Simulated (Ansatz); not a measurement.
# EuZn2Sb2: the cost of one run

Computed with Ansatz 0.2.0 (DFT PBEsol, scalar-relativistic, plane waves, PAW, unless a step's input says otherwise).

## Step 1: The system as given

Symmetry: P-3m1, No. 164, trigonal system. The conventional cell has a = 4.485 Å, b = 4.485 Å, c = 7.593 Å, α = 90.00°, β = 90.00°, γ = 120.00°. Eu (site symmetry -3m) is surrounded by 6 Sb at 3.28 Å. Around Zn (site symmetry 3m) lie 4 Sb at 2.70 to 2.79 Å. Sb (site symmetry 3m) has 4 Zn at 2.70 to 2.79 Å as nearest neighbours.

As a file:

```
Eu Zn Sb
1.0
     4.48500    0.00000    0.00000
    -2.24250    3.88412    0.00000
     0.00000    0.00000    7.59300
Eu Zn Sb
1 2 2
Direct
  0.00000 0.00000 0.00000
  0.33333 0.66667 0.63300
  0.66667 0.33333 0.36700
  0.33333 0.66667 0.26500
  0.66667 0.33333 0.73500
```

## Step 2: Relaxing cell and atoms: EuZn2Sb2, moments +

Input file input.yaml:

```yaml
crystal:
  lattice:
    - [4.485, 0.0, 0.0]
    - [-2.2425, 3.884123936, 0.0]
    - [0.0, 0.0, 7.593]
  atoms:
    - { symbol: Eu, position: [0.0, 0.0, 0.0], spin: 7.0 }
    - { symbol: Zn, position: [0.3333333333, 0.6666666667, 0.633] }
    - { symbol: Zn, position: [0.6666666667, 0.3333333333, 0.367] }
    - { symbol: Sb, position: [0.3333333333, 0.6666666667, 0.265] }
    - { symbol: Sb, position: [0.6666666667, 0.3333333333, 0.735] }
magnetization:
  spin_polarized: true
scf:
  occupations: { method: gaussian, width: 0.05 }
output:
  forces: true
  stress: true
  eigenvalues: true
  populations: true
  write_density: true
  write_potential: true
  elf: true
  volumetric_format: npy
kpoints:
  mp_grid: { grid: [9, 9, 6] }
hamiltonian:
  xc: pbesol
relax:
  f_tol: 0.005
  max_steps: 60
  cell: { stress_tol: 0.03 }
```

Run with:

```
ansatz run input.yaml --threads 2 --pin off --max-ram 6144MiB --backend cpu --events-out ev --progress --plain --runs-dir out
```

What time and memory should one allow on 2 threads of Intel Xeon 6975P-C (Granite Rapids), shared host?

About 98 s, with a peak of 0.97 GiB.
